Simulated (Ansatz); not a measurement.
This script drives the Ansatz DFT code, driven from Python.

`run_ecut.py`
```python
'''Convergence of AlCo with the plane-wave cutoff.'''

from dataclasses import dataclass

import ansatz as az
from pymatgen.core import Lattice, Structure
from pymatgen.io.ase import AseAtomsAdaptor


@dataclass(frozen=True)
class RunConfig:
    xc: str = 'pbe'
    mesh: tuple[int, ...] = (10, 10, 10)
    filling: str = 'Fermi-Dirac'
    sigma: float = 0.1


settings = RunConfig()

pmg_structure = Structure(
    Lattice([(2.819403, 0.0, 0.0), (0.0, 2.819403, 0.0), (0.0, 0.0, 2.819403)]),
    ['Al', 'Co'],
    [
        (0.0, 0.0, 0.0),
        (0.5, 0.5, 0.5),
    ],
)
structure = az.Crystal.from_ase(AseAtomsAdaptor.get_atoms(pmg_structure)).moments(Co=2.5)

base = (
    structure.calculation()
    .functional(settings.xc)
    .kpoints(*settings.mesh)
    .occupations(settings.filling, width=settings.sigma)
    .spin('collinear')
    .stress()
)

rows = []
for value in [250, 325, 400, 475]:
    report = base.basis(value).run(threads=1).report
    rows.append((value, report['free_energy_ev'] / len(report['lattice']['sites']), report['n_iterations'], sum(report['stress_gpa'][i][i] for i in range(3)) / 3, report['magnetization_mub'], report['n_pw']))

print(' cutoff (eV)   F/atom (eV)    iterations       P (GPa)  moment (muB)   plane waves')
for row in rows:
    print(f'{str(row[0]):>12s}  {row[1]:12.5f}  {row[2]:12d}  {row[3]:12.3f}  {row[4]:12.3f}  {row[5]:12d}')

# the last row is the reference
for row in rows[:-1]:
    shift = 1000 * (row[1] - rows[-1][1])
    print(f'{row[0]}: {shift:+.2f} meV/atom' + ('  (within 5 meV)' if abs(shift) < 5 else ''))
```

It is started by `python run_ecut.py`. Estimate its wall time and peak memory on 1 thread of Arm Neoverse V1, on a shared host.

It took about 16 s, with a peak of 0.44 GiB, for 4 runs of the engine.

```console
$ python run_ecut.py
DeckWarning: basis.ecutwfc = 250 eV is below the records' recommended 420 eV, and the density's cutoff is lower with it unless basis.ecutrho_ratio is high enough to keep the records' density cutoff: compare with a run at a higher cutoff
RunWarning: the starting moments were not kept: the SCF closed with an absolute magnetisation of 3.9e-7 μB, where they sum to 2.5 μB in size (1 site). That is at most 0.1 of that sum. Measured as dr2_m measures the in/out step, that magnetisation stands 1.3e-13 eV from none, at or under the dr2_threshold of 1.0e-7 eV: [...]
DeckWarning: basis.ecutwfc = 325 eV is below the records' recommended 420 eV, and the density's cutoff is lower with it unless basis.ecutrho_ratio is high enough to keep the records' density cutoff: compare with a run at a higher cutoff
DeckWarning: basis.ecutwfc = 400 eV is below the records' recommended 420 eV, and the density's cutoff is lower with it unless basis.ecutrho_ratio is high enough to keep the records' density cutoff: compare with a run at a higher cutoff
 cutoff (eV)   F/atom (eV)    iterations       P (GPa)  moment (muB)   plane waves
         250   -2830.36254            12         5.479         0.000           203
         325   -2832.31638            12         8.038         0.000           305
         400   -2832.41752            12         6.775        -0.000           437
         475   -2832.41955            12         6.777        -0.000           515
250: +2057.01 meV/atom
325: +103.17 meV/atom
400: +2.03 meV/atom  (within 5 meV)
```
(Warnings from the package without file and line, shortened, repeats left out.)

From 400 eV on it stays within 5 meV an atom of the value at 475 eV; the first row (250 eV) is off by 2057.0 meV and the last but one by 2.03 meV. The energy falls steadily, as expected when plane waves are added. The pressure moves from 5.48 to 6.78 GPa (the program's stress holds a Pulay correction, so it settles early). The last run costs about 1.9 times the first.

The SCF didn't keep the moments it started from (some shrank, vanished or turned); what is printed is the state reached. For a metal this k-point mesh is coarse: on a finer one energies can move by several to tens of meV an atom and pressures by half a GPa or more, differences at one mesh by less. The overall sign of a collinear moment is arbitrary, and semilocal functionals can give small moments to compounds that are paramagnetic. Pressure is positive in compression. This cell is a computed structure, which may not be the phase found in nature. Shifts are counted from the last row, which is itself no proven limit.
